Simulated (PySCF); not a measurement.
# C₂H₄ClGeN: electronic excitations at several levels of theory, part 2 of 2

PySCF 2.14.0. Atoms count from 0.

## Step 10: Excited states and response: PBE0/def2-SVP

Job settings and geometry (Å):

```
{"job": {"kind": "uv", "xc": "PBE0", "basis": "def2-SVP"}, "charge": 0, "multiplicity": 1}
N     -0.980817     2.600123    -1.425694
C     -0.798492     1.459827    -1.338384
C     -0.526789     0.043476    -1.227018
Ge     1.406112    -0.341452    -1.292002
Cl     2.065777     0.224776    -3.261592
H     -0.932792    -0.346970    -0.279898
H     -1.007987    -0.500891    -2.054305
H      1.626286    -1.851255    -1.125485
H      2.170388     0.501798    -0.266652
```

With the program's defaults for keys left out, this is: TDDFT PBE0/def2-SVP, vertical, gas phase, core orbitals frozen in the response.

The log of the run:

```text
coarse grid: 39104 points
cycle   1  E = -2669.4381440320  dE = -1.871e-01  |g| = 6.085e-01  |ddm| = 3.226e+00
cycle   2  E = -2669.2359760119  dE =  2.022e-01  |g| = 1.128e+00  |ddm| = 1.583e+00
cycle   3  E = -2669.5105625120  dE = -2.746e-01  |g| = 2.186e-01  |ddm| = 1.045e+00
cycle   4  E = -2669.5202120404  dE = -9.650e-03  |g| = 3.464e-02  |ddm| = 1.862e-01
cycle   5  E = -2669.5204471742  dE = -2.351e-04  |g| = 7.459e-03  |ddm| = 3.779e-02
cycle   6  E = -2669.5204623509  dE = -1.518e-05  |g| = 1.460e-03  |ddm| = 9.852e-03
cycle   7  E = -2669.5204628287  dE = -4.778e-07  |g| = 5.218e-04  |ddm| = 1.946e-03
final grid: 79680 points
cycle   8  E = -2669.5204405547  dE =  4.375e-08  |g| = 7.085e-04  |ddm| = 1.375e-03
cycle   9  E = -2669.5204402568  dE =  2.980e-07  |g| = 1.335e-03  |ddm| = 1.689e-03
cycle  10  E = -2669.5204406657  dE = -4.090e-07  |g| = 2.694e-04  |ddm| = 1.096e-03
cycle  11  E = -2669.5204406819  dE = -1.612e-08  |g| = 1.488e-05  |ddm| = 2.022e-04
cycle  12  E = -2669.5204406819  dE = -6.321e-11  |g| = 1.455e-06  |ddm| = 1.739e-05
converged SCF energy = -2669.5204406819

Static polarisability (au): isotropic 57.708, principal 47.472 57.646 68.004

Singlet excitations
state   eV       nm        f      main configurations
  1   7.0409    176.1   0.00567   H->L 0.92
  2   7.1340    173.8   0.00782   H-1->L 0.98
  3   7.4866    165.6   0.00038   H->L+2 0.31, H-3->L+1 0.21, H->L+3 0.21
  4   7.7344    160.3   0.10261   H->L+1 0.66, H-3->L+2 0.11, H-3->L+3 0.09
  5   7.8455    158.0   0.00079   H-3->L+1 0.52, H->L+2 0.13, H-2->L+1 0.09
  6   7.9419    156.1   0.00446   H-2->L 0.72, H-3->L 0.08
  7   8.0926    153.2   0.00569   H-1->L+1 0.84
  8   8.2459    150.4   0.00025   H-3->L 0.76, H->L+3 0.08
  9   8.3216    149.0   0.05139   H->L+3 0.22, H-2->L+1 0.20, H->L+2 0.17
 10   8.3935    147.7   0.00907   H-2->L+1 0.34, H->L+3 0.20, H->L+2 0.18

Triplet excitations (Tamm-Dancoff, eV): 6.1028 6.5823 6.5936 6.7089
```

Run time: 14 s. Hardware: 1 thread of Arm Neoverse V1, shared host; peak memory 0.59 GiB.

This run: HOMO -8.70 eV, LUMO -0.23 eV; lowest singlet 7.04 eV.

## Step 11: Ultraviolet spectrum: PBE0/def2-TZVP

Same as in step 10 but for these lines:

```diff
@@ -1,2 +1,2 @@
-{"job": {"kind": "uv", "xc": "PBE0", "basis": "def2-SVP"}, "charge": 0, "multiplicity": 1}
+{"job": {"kind": "uv", "xc": "PBE0", "basis": "def2-TZVP"}, "charge": 0, "multiplicity": 1}
 N     -0.980817     2.600123    -1.425694
```

Level: TDDFT PBE0/def2-TZVP, vertical, gas phase, core orbitals frozen in the response.

The log of the run:

```text
coarse grid: 39104 points
cycle   1  E = -2669.9920629262  dE = -1.420e-01  |g| = 8.154e-01  |ddm| = 2.490e+00
cycle   2  E = -2669.7775649000  dE =  2.145e-01  |g| = 1.331e+00  |ddm| = 1.842e+00
cycle   3  E = -2670.0689123228  dE = -2.913e-01  |g| = 3.273e-01  |ddm| = 1.444e+00
cycle   4  E = -2670.0894727505  dE = -2.056e-02  |g| = 4.997e-02  |ddm| = 2.185e-01
cycle   5  E = -2670.0899277834  dE = -4.550e-04  |g| = 1.266e-02  |ddm| = 5.910e-02
cycle   6  E = -2670.0899681536  dE = -4.037e-05  |g| = 2.487e-03  |ddm| = 1.287e-02
cycle   7  E = -2670.0899696546  dE = -1.501e-06  |g| = 7.860e-04  |ddm| = 2.792e-03
final grid: 79680 points
cycle   8  E = -2670.0899238867  dE =  5.841e-08  |g| = 9.903e-04  |ddm| = 2.405e-03
cycle   9  E = -2670.0899235004  dE =  3.862e-07  |g| = 1.636e-03  |ddm| = 1.869e-03
cycle  10  E = -2670.0899240815  dE = -5.810e-07  |g| = 4.406e-04  |ddm| = 1.316e-03
cycle  11  E = -2670.0899241222  dE = -4.078e-08  |g| = 2.597e-05  |ddm| = 2.881e-04
cycle  12  E = -2670.0899241224  dE = -1.410e-10  |g| = 1.871e-06  |ddm| = 2.481e-05
converged SCF energy = -2670.0899241224

Static polarisability (au): isotropic 66.906, principal 55.345 67.578 77.795

Singlet excitations
state   eV       nm        f      main configurations
  1   6.9310    178.9   0.01489   H->L 0.90
  2   7.0467    175.9   0.01499   H-1->L 0.97
  3   7.3417    168.9   0.00026   H->L+3 0.42, H->L+2 0.18, H-2->L+1 0.13
  4   7.5480    164.3   0.10427   H->L+1 0.67, H-2->L+3 0.13
  5   7.6731    161.6   0.00076   H-2->L+1 0.47, H-2->L 0.12, H->L+3 0.10
  6   7.7690    159.6   0.00957   H-3->L 0.65, H-2->L 0.13
  7   7.9444    156.1   0.00549   H-1->L+1 0.87
  8   7.9836    155.3   0.02856   H->L+2 0.60, H->L+3 0.24
  9   8.0957    153.1   0.02329   H-2->L 0.68, H-3->L 0.14, H-2->L+1 0.09
 10   8.2219    150.8   0.01238   H-3->L+1 0.49, H->L+1 0.12

Triplet excitations (Tamm-Dancoff, eV): 6.0337 6.4955 6.4974 6.6108
```

Wall time 36 s (1 thread of Arm Neoverse V1, shared host); peak memory 0.79 GiB.

In short: HOMO -8.81 eV, LUMO -0.50 eV; lowest singlet 6.93 eV.

## Step 12: Excited states and response: PBE0/aug-cc-pVDZ

Same as in step 11 but for these lines:

```diff
@@ -1,2 +1,2 @@
-{"job": {"kind": "uv", "xc": "PBE0", "basis": "def2-TZVP"}, "charge": 0, "multiplicity": 1}
+{"job": {"kind": "uv", "xc": "PBE0", "basis": "aug-cc-pVDZ"}, "charge": 0, "multiplicity": 1}
 N     -0.980817     2.600123    -1.425694
```

Method: TDDFT PBE0/aug-cc-pVDZ, vertical, gas phase, core orbitals frozen in the response.

The log of the run:

```text
coarse grid: 39104 points
cycle   1  E = -2669.9466910967  dE = -1.148e-01  |g| = 5.058e-01  |ddm| = 7.022e+00
cycle   2  E = -2669.7645171007  dE =  1.822e-01  |g| = 1.015e+00  |ddm| = 2.758e+00
cycle   3  E = -2670.0115082357  dE = -2.470e-01  |g| = 1.610e-01  |ddm| = 1.681e+00
cycle   4  E = -2670.0174778469  dE = -5.970e-03  |g| = 3.490e-02  |ddm| = 3.860e-01
cycle   5  E = -2670.0177766694  dE = -2.988e-04  |g| = 7.028e-03  |ddm| = 7.575e-02
cycle   6  E = -2670.0177910714  dE = -1.440e-05  |g| = 1.612e-03  |ddm| = 1.681e-02
cycle   7  E = -2670.0177917267  dE = -6.554e-07  |g| = 4.507e-04  |ddm| = 4.042e-03
final grid: 79680 points
cycle   8  E = -2670.0177677270  dE =  1.883e-08  |g| = 5.983e-04  |ddm| = 7.365e-03
cycle   9  E = -2670.0177674969  dE =  2.301e-07  |g| = 1.162e-03  |ddm| = 2.676e-03
cycle  10  E = -2670.0177678072  dE = -3.102e-07  |g| = 2.195e-04  |ddm| = 1.779e-03
cycle  11  E = -2670.0177678180  dE = -1.079e-08  |g| = 1.176e-05  |ddm| = 3.391e-04
cycle  12  E = -2670.0177678180  dE = -3.001e-11  |g| = 1.787e-06  |ddm| = 2.609e-05
converged SCF energy = -2670.0177678180

Static polarisability (au): isotropic 71.646, principal 60.294 71.911 82.733

Singlet excitations
state   eV       nm        f      main configurations
  1   6.7126    184.7   0.02033   H->L 0.88
  2   6.8511    181.0   0.01901   H-1->L 0.90
  3   7.2735    170.5   0.00415   H->L+1 0.32, H->L+3 0.28
  4   7.3351    169.0   0.02065   H->L+1 0.47, H-3->L 0.13, H->L+3 0.11
  5   7.4559    166.3   0.09323   H->L+2 0.73
  6   7.5335    164.6   0.01114   H-2->L 0.27, H-3->L 0.21, H-2->L+2 0.12
  7   7.6168    162.8   0.00199   H-3->L 0.32, H-1->L+1 0.22, H->L+3 0.12
  8   7.6593    161.9   0.00971   H-1->L+1 0.54
  9   7.7274    160.4   0.00159   H-1->L+2 0.80, H-1->L+1 0.10
 10   7.8259    158.4   0.00927   H-2->L 0.47, H-2->L+2 0.19, H-2->L+1 0.11

Triplet excitations (Tamm-Dancoff, eV): 6.0176 6.3528 6.3596 6.6019
```

Wall time 29 s (1 thread of Arm Neoverse V1, shared host); peak memory 0.78 GiB.

Key values: HOMO -8.82 eV, LUMO -0.87 eV; lowest singlet 6.71 eV.

## Step 13: Run by run: electronic excitations

Excitations and ground-state properties, with basis size and wall time:

```
                run  lowest singlet (eV)  brightest (eV)      f  gap (eV)  α (Å³)  μ (D)  functions     time
    B3LYP/def2-SVPD                 6.59            7.28  0.046      7.58   10.63   4.74        157    2 min
     PBE0/def2-SVPD                 6.80            7.49  0.071      8.10   10.50   4.77        157    2 min
BHandHLYP/def2-SVPD                 7.26            7.61  0.046     10.04   10.23   4.89        157    2 min
CAM-B3LYP/def2-SVPD                 7.02            7.63  0.062     10.32   10.45   4.84        157  2.3 min
  wB97X-D/def2-SVPD                 7.14            7.71  0.069     11.65   10.42   4.85        157    2 min
  LC-wPBE/def2-SVPD                 7.48            9.04  0.085     12.81   10.17   4.87        157  2.6 min
        PBE0/6-31G*                 6.85            7.70  0.101      8.20    8.41   4.78        100     12 s
      PBE0/def2-SVP                 7.04            7.73  0.103      8.48    8.55   4.55        112     14 s
     PBE0/def2-TZVP                 6.93            7.55  0.104      8.31    9.91   4.73        202     36 s
   PBE0/aug-cc-pVDZ                 6.71            7.46  0.093      7.95   10.62   4.77        168     29 s
```

## Step 14: Summary of results

What follows sums up all 2 parts.

| quantity | value |
| --- | --- |
| point group | C1 |
| rotational constants (main isotopes) | 3.70, 1.69, 1.27 GHz |
| lowest singlet (B3LYP/def2-SVPD) | 6.59 eV (188 nm), f = 0.021 |
| brightest single state of those computed | state 4, 7.28 eV, f = 0.046 |
| lowest triplet | 6.04 eV |
| vertical ionisation energy (ΔSCF) | 10.76 eV |
| range of the lowest singlet | 6.59 to 7.48 eV |

Single values in the summary come from the first run of each kind that ended normally (B3LYP/def2-SVPD), which need not be the best level. Relaxing lowered the energy by 0.270 eV in 5 steps; the close pair that moved most is C2–Ge3, from 2.061 to 1.972 Å. No frequency check was run at this level, so the end point may be a saddle. The first singlet state (HOMO→LUMO 0.93) lies at 6.59 eV and is weak; of the 10 states computed, the strongest absorption comes from states 3 to 4 together at 7.28 eV. The lowest triplet lies 0.55 eV below the lowest singlet (triplets in Tamm-Dancoff, singlets in full TDDFT). The orbital energy would give 8.64 eV for ionisation, ΔSCF gives 10.76 eV. The lowest singlet runs from 6.59 eV (B3LYP/def2-SVPD) to 7.48 eV (LC-wPBE/def2-SVPD), while the orbital gap spans 7.58 to 12.81 eV. The lowest state need not be the same one in every run. The runs solved for a few states only, so the brightest column depends on that window.
